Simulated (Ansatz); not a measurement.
This script makes an all-electron equation of state of AlN, space group F-43m with the Python package of Ansatz (0.2.0).

`run_eos_lapw.py`:
```python
# -*- coding: utf-8 -*-
'''All-electron equation of state of AlN.'''

import ansatz as az
from ase.eos import EquationOfState
from ase.units import GPa
import numpy as np

vectors0 = np.array([
    [0.0, 2.18399, 2.18399],
    [2.18399, 0.0, 2.18399],
    [2.18399, 2.18399, 0.0],
])
sites = [
    ('Al', (0.0, 0.0, 0.0)),
    ('N', (0.75, 0.75, 0.75)),
]


def build(cell):
    crystal = az.Crystal(lattice=az.Lattice.of(cell))
    for symbol, position in sites:
        crystal = crystal.atom(symbol, position)
    return crystal


def main():
    volumes, energies = [], []
    for scale in np.linspace(0.94, 1.06, 7):
        cell = vectors0 * scale ** (1 / 3)
        setup = (
            build(cell).calculation()
            .scf(tolerance=1e-09)
            .functional('lda')
            .occupations(az.OccupationsMethod.FERMI_DIRAC, width=0.02)
            .kpoints(8, 8, 8)  # sampling of the Brillouin zone
            .pseudopotentials('all_electron', lapw=True)
        )
        rep = setup.run(threads=1).report
        volumes.append(abs(np.linalg.det(cell)) / len(sites))
        energies.append(rep['free_energy_ev'] / len(sites))
        print(f'{scale:.3f} {volumes[-1]:9.4f} A^3/atom {energies[-1]:16.5f} eV/atom  (estimated basis error {1000 * rep["lapw_basis_errors"]["total_ev_per_atom"]:.2f} meV/atom)')
    v0, e0, bulk = EquationOfState(volumes, energies, eos='birchmurnaghan').fit()
    print(f'V0 = {v0:.4f} A^3/atom, B0 = {bulk / GPa:.1f} GPa')


if __name__ == '__main__':
    main()
```

From its runs, with one value withheld:

| V (Å³/atom) | F less the lowest row shown (meV/atom) |
| --- | --- |
| 9.792 | 13.46 |
| 10.001 | 3.61 |
| 10.209 | 0.00 |
| 10.417 | 2.03 |
| 10.626 | ? |
| 10.834 | 20.93 |
| 11.042 | 36.88 |

What is the missing energy at 10.626 Å³ an atom?

A third-order Birch-Murnaghan fit, E = E0 + (9 V0 B0 / 16) [(t - 1)³ B' + (t - 1)² (6 - 4t)] with t = (V0/V)^(2/3), through the 6 rows shown gives V0 = 10.235 Å³, B0 = 210.4 GPa, B' = 3.91 and E0 = -0.04 meV. At V = 10.626 Å³, t = 0.97533, and the fit interpolates to 9.17 meV. The run gave 9.17 meV, a miss of 0.00 meV.

This cell is a computed structure, which may not be the phase found in nature. It ran for 25 s on 1 thread of Intel(R) Xeon(R) 6975P-C (Granite Rapids), with other jobs on the host, peak memory 0.35 GiB.
